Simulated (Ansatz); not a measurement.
# Cd (Cd, fcc): the cost of one run

Program: Ansatz 0.2.0. Level of theory: DFT r2SCAN, plane waves (500 eV) with PAW, scalar-relativistic; PBE-made PAW files. These are calculated values, not measurements.

**1. Starting point**

Symmetry: Fm-3m, No. 225, cubic system. The conventional cell has a = 4.420 Å, b = 4.420 Å, c = 4.420 Å, α = 90.00°, β = 90.00°, γ = 90.00°. Cd (site symmetry m-3m) has 12 Cd at 3.13 Å as nearest neighbours.

As a file:

```cif
data_structure
_symmetry_space_group_name_H-M 'P 1'
_symmetry_Int_Tables_number 1
_cell_length_a 3.1253
_cell_length_b 3.1253
_cell_length_c 3.1253
_cell_angle_alpha 60.000
_cell_angle_beta 60.000
_cell_angle_gamma 60.000
_cell_volume 21.59
loop_
_atom_site_label
_atom_site_type_symbol
_atom_site_fract_x
_atom_site_fract_y
_atom_site_fract_z
_atom_site_occupancy
Cd1 Cd 0.00000 0.00000 0.00000 1
```

**2. Geometry optimisation**

Input file input.yaml:

```yaml
crystal:
  lattice:
    - [0.0, 2.2099191412, 2.2099191412]
    - [2.2099191412, 0.0, 2.2099191412]
    - [2.2099191412, 2.2099191412, 0.0]
  atoms:
    - { symbol: Cd, position: [0.0, 0.0, 0.0] }
hamiltonian:
  xc: r2scan
  pseudopotentials:
    kind: paw
    azcp:
      Cd: "pseudopotentials/Cd.paw.azcp"
basis:
  ecutwfc: 500
  fft_grid_basis: typed
kpoints:
  mp_grid: { grid: [12, 12, 12], shift: [0, 0, 0] }
magnetization:
  spin_polarized: false
scf:
  occupations: { method: fermi_dirac, width: 0.1 }
relax:
  max_steps: 60
  f_tol: 0.01
  cell: {}
```

Launch:

```
$ ansatz run input.yaml --threads 1 --pin off --max-ram 3584MiB --backend cpu --events-out ev --progress --plain --runs-dir out
```

Q: Estimate wall time and peak memory on 1 thread of Intel Xeon Platinum 8259CL at 2.50GHz (Skylake/Cascade Lake), shared host.

About 12 s, with a peak of 0.55 GiB.
